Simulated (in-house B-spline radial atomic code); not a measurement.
# I⁴⁺: ionisation energy by several methods

One table from this session's results is given with a row withheld; the runs are named, their logs left out.

The numbers are computed with in-house B-spline radial atomic code version 1 (scalar-relativistic (X2C), several functionals, spin-polarised; spherical all-electron atom at the radial basis limit), except any that are marked as measured or tabulated.

## The system

- element: iodine (Z = 53)
- charge: +4
- electrons: 49
- configuration: [Kr] 4d10 5s2 5p1
- nucleus: Fermi, rms radius 4.750 fm

The outer shells:

[Kr] 4d10 5s2 5p1
```
[Kr] core
4d [↑↓][↑↓][↑↓][↑↓][↑↓]
5s [↑↓]
5p [↑ ][  ][  ]
```

Where spins are not typed, each open shell is filled with up spins first.

The first run:

The run's settings:

```ini
Z = 53
electrons = 49.0
configuration = [Kr] 4d10 5s2 5p1
hamiltonian = x2c
method = lda,pw
spin_polarised = True
nucleus = fermi
rms_radius = 4.75
mass_number = 127
atomic_mass = 126.904472592
speed_of_light = 137.035999084
```

Steps of the session up to this table: LDA (PW92); PBE; SCAN; AM05; revTPSS; exchange-only LDA.

One of the session's tables, all rows but one given; the rest of the session is left out.

| method | ΔSCF (eV) |
| --- | --- |
| LDA (PW92) | 50.752 |
| exchange-only LDA | ? |
| PBE | 50.335 |
| AM05 | 50.376 |
| SCAN | 50.324 |
| revTPSS | 50.115 |

**Question.** Estimate the row for exchange-only LDA.

The run gave: ΔSCF (eV): 49.472. In the column «ΔSCF (eV)» it is the lowest.

Members of this set that are not shown: 12 used exact exchange with fractional occupations of an open shell, which is unsound here.

Limits of these values: Meta-GGA runs start from a PBE run whose iterations are not counted.
